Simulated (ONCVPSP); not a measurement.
# Niobium: generating and testing an ONCV potential

Do these settings give a usable potential? It is generated, then checked for transferability, scattering, ghosts and hardness.

Program: ONCVPSP 4.0.1. Reference atom: Wu-Cohen, fully relativistic, spherical and spin-unpolarised. All values are calculated.

## 1. The atom and the settings

Typed settings, in words:

- element: niobium (Nb, Z = 41)
- type: optimised norm-conserving Vanderbilt (ONCV)
- frozen core: [Ar] 3d10
- valence charge: 13
- reference configuration: 4s2 4p6 4d4 5s1
- partial waves: 4s+5s: rc 2.00 bohr, ncon 4, nbas 7, qcut 6.7 1/bohr, 3 projectors, debl 1.1 Ha; 4p: rc 1.30 bohr, ncon 4, nbas 8, qcut 5.2 1/bohr, 1 projector; 4d: rc 1.95 bohr, ncon 4, nbas 9, qcut 5.4 1/bohr, 3 projectors, debl 1 Ha
- local potential: polynomial inside 0.85 bohr (lpopt 3, dvloc0 1 Ha)
- core correction: Teter function, fcfact 4.5, rcfact 1.3

An earlier all-electron run gives the scale for the radii.

All-electron outer shells of the reference configuration (Wu-Cohen, scalar-relativistic, ld1.x):

```tsv
shell	level (eV)	outermost node (bohr)	outermost maximum (bohr)
3d	-196.33	–	0.33
4s	-58.37	0.53	1.02
4p	-34.49	0.54	1.12
5s	-4.02	1.40	3.08
4d	-3.05	0.55	1.51
5p	-1.06	1.62	4.15
```

## 2. The generation run

Input file Nb.dat:

```
# ATOM AND REFERENCE CONFIGURATION
# atsym  z   nc   nv     iexc    psfile
  Nb 41.00    6    4  -118130      upf
#
#   n    l    f
    1    0    2.00
    2    0    2.00
    2    1    6.00
    3    0    2.00
    3    1    6.00
    3    2   10.00
    4    0    2.00
    4    1    6.00
    4    2    4.00
    5    0    1.00
#
# PSEUDOPOTENTIAL AND OPTIMIZATION
# lmax
    2
#
#   l,   rc,      ep,       ncon, nbas, qcut
    0    2.00    0.00    4    7    6.70
    1    1.30    0.00    4    8    5.20
    2    1.95    0.00    4    9    5.40
#
# LOCAL POTENTIAL
# lloc, lpopt,  rc(5),   dvloc0
    4    3    0.85    1.00
#
# VANDERBILT-KLEINMAN-BYLANDER PROJECTORs
# l, nproj, debl
    0    3    1.10
    1    1    2.50
    2    3    1.00
#
# MODEL CORE CHARGE
# icmod, fcfact, rcfact
    3    4.50    1.30
#
# LOG DERIVATIVE ANALYSIS
# epsh1, epsh2, depsh
   -4.00    5.00    0.02
#
# OUTPUT GRID
# rlmax, drl
    6.00    0.01
#
# TEST CONFIGURATIONS
# ncnf
    4
# nvcnf
#   n    l    f
    4
    4    0    2.00
    4    1    6.00
    4    2    4.00
    5    0    0.00
#
    4
    4    0    2.00
    4    1    6.00
    4    2    3.00
    5    0    0.00
#
    4
    4    0    2.00
    4    1    6.00
    4    2    2.00
    5    0    0.00
#
    5
    4    0    2.00
    4    1    6.00
    4    2    4.00
    5    0    0.00
    5    1    1.00
#
```

Run with:

```sh
$ oncvpspr.x < Nb.dat > Nb.out
```

**Question.** What will these runs give? Wanted: cutoffs for 1 and 0.1 mHa per electron, occupied waves; bound ghosts; GHOST(+) flags; largest test error; largest phase difference near zero energy, channels read; rms error of d²Exc/dn², without and with the model core.

The runs gave:

| quantity | value |
| --- | --- |
| cutoffs for 1 and 0.1 mHa per electron, occupied waves | 93 Ha and 120 Ha |
| bound ghosts | none found |
| GHOST(+) flags | s at 175 eV, s at 183 eV |
| largest test error (AE − PS) | +31 meV, for 4s2 4p6 4d4 5s0 5p1 (1 test unsolved) |
| largest phase difference near zero energy, channels read | 0.013 rad |
| rms error of d²Exc/dn², without and with the model core | 6.94 and 4.05 mHa |

In words: The worst unpolarised test, 4s2 4p6 4d4 5s0 5p1, is off by 31 meV on 3.0 eV; by total energies transferability rates as fair where solved. Of the tests 1 gave no usable energy difference, which is a warning in itself. The potential is very hard: the looser tolerance needs 93 Ha. At the looser tolerance the 4p wave is the slowest; 4s needs 14 Ha. No bound ghost shows below the valence levels. Near zero energy the phases of the channels with partial waves agree within 0.013 rad. The program also flags highly localised states, GHOST(+) (s). All of this concerns the isolated atom, not yet a solid.
